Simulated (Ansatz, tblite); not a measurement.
# The cluster Ag7Sn−: one state, many levels

An exercise on one series of results from a longer session: the logs are not shown, and one member is left open.

Program: Ansatz 0.2.0, Gaussian basis. Level of theory: as each input shows. These are calculated values, not measurements.

Plan: GFN1-xTB, PBE-D4/def2-TZVPD, r2SCAN-D4/def2-TZVPD, B2PLYP/def2-TZVPD, r2SCAN0-D4/def2-TZVPD, HF/def2-TZVPD, RPA/def2-TZVPD.

4 further runs of the same task are left out: 2 that didn't finish, 2 set aside as unsound or not needed. Runs told in other sessions of the task aren't counted.

**The structure**

The singlet was relaxed beforehand with r2SCAN-D4/def2-SVPD. At that level it is the lowest of the isomers that a small search found.

8 atoms, charge -1, spin multiplicity 1.

Bond lengths: Ag1–Ag2 2.834 Å, Ag1–Ag3 2.776 Å, Ag1–Ag4 3.052 Å, Ag1–Ag6 2.776 Å, Ag1–Ag7 2.957 Å, Ag1–Sn8 2.847 Å, Ag2–Ag3 3.012 Å, Ag2–Ag4 2.834 Å, Ag2–Ag7 2.643 Å, Ag3–Ag4 2.777 Å, Ag3–Sn8 2.742 Å, Ag4–Ag6 2.774 Å, Ag4–Ag7 2.959 Å, Ag4–Sn8 2.847 Å, Ag5–Ag6 2.729 Å, Ag5–Ag7 2.667 Å, Ag6–Ag7 2.799 Å, Ag6–Sn8 2.851 Å. Angles: Ag2–Ag1–Ag3 64.9°, Ag2–Ag1–Ag4 57.4°, Ag2–Ag1–Ag6 101.7°, Ag2–Ag1–Ag7 54.3°, Ag2–Ag1–Sn8 109.3°, Ag3–Ag1–Ag4 56.7°, Ag3–Ag1–Ag6 105.7°, Ag3–Ag1–Ag7 107.4°, Ag3–Ag1–Sn8 58.4°, Ag4–Ag1–Ag6 56.6°, Ag4–Ag1–Ag7 59.0°, Ag4–Ag1–Sn8 57.6°, Ag6–Ag1–Ag7 58.3°, Ag6–Ag1–Sn8 60.9°, Ag7–Ag1–Sn8 108.2°, Ag1–Ag2–Ag3 56.6°, Ag1–Ag2–Ag4 65.2°, Ag1–Ag2–Ag7 65.3° and more.

Ag, Sn take a core potential in the def2 sets. No spin-orbit coupling is included. The ion is computed in the gas phase, without counter-ions or solvent.

PBE0-D4/def2-TZVPD was run before; its log isn't repeated, and its numbers join the tables.

The first run:

Tight binding, by tblite at 300 K electronic temperature and without a spin-polarisation term:

```python
tblite.interface.Calculator('GFN1-xTB', numbers, positions, charge=-1, uhf=0).singlepoint()
```

start.molden holds the orbitals of an earlier run on this state, given as this run's starting guess.

Input file in.yaml:

```yaml
crystal:
  periodic: [false, false, false]
  atoms:
    - {symbol: Ag, position_ang: [-2.354987, -2.154527, -0.520184]}
    - {symbol: Ag, position_ang: [0.089651, -2.022118, -1.947844]}
    - {symbol: Ag, position_ang: [-1.157950, -4.606503, -1.033254]}
    - {symbol: Ag, position_ang: [0.309494, -3.008344, 0.699992]}
    - {symbol: Ag, position_ang: [-0.754360, 1.160579, 2.167063]}
    - {symbol: Ag, position_ang: [-1.549931, -1.446453, 2.040474]}
    - {symbol: Ag, position_ang: [-0.189947, -0.193045, -0.060699]}
    - {symbol: Sn, position_ang: [-2.168671, -4.172388, 1.478952]}
basis:
  gaussian: {orbitals: def2-TZVPD, initial_orbitals: start.molden}
total_charge: -1
hamiltonian: {xc: pbe, dispersion: d4}
scf: {omitted_lower_state_checks: [starts]}
output: {forces: true, orbitals: {seedname: orbitals}}
```

Run with:

```bash
$ ansatz run in.yaml --threads 4 --pin off --events-out ev --progress --plain --max-ram 4787MiB
```

Among the steps run: PBE-D4/def2-TZVPD; r2SCAN-D4/def2-TZVPD; B2PLYP/def2-TZVPD; r2SCAN0-D4/def2-TZVPD; HF/def2-TZVPD; RPA/def2-TZVPD.

One table of the session follows, with a row left open; its other results are not shown here.

It belongs to the step «Levels side by side». 

| level | HOMO (eV) | LUMO (eV) | gap (eV) |
| --- | --- | --- | --- |
| HF/def2-TZVPD | -1.87 | 2.77 | 4.64 |
| PBE-D4/def2-TZVPD | ? | ? | ? |
| r2SCAN-D4/def2-TZVPD | -0.95 | 0.10 | 1.05 |
| PBE0-D4/def2-TZVPD | -1.30 | 0.61 | 1.92 |
| r2SCAN0-D4/def2-TZVPD | -1.37 | 0.65 | 2.02 |

**Question.** Estimate the row for PBE-D4/def2-TZVPD.

**Answer.** HOMO (eV): -0.91; LUMO (eV): 0.00; gap (eV): 0.91. In the column «HOMO (eV)» it is the highest.
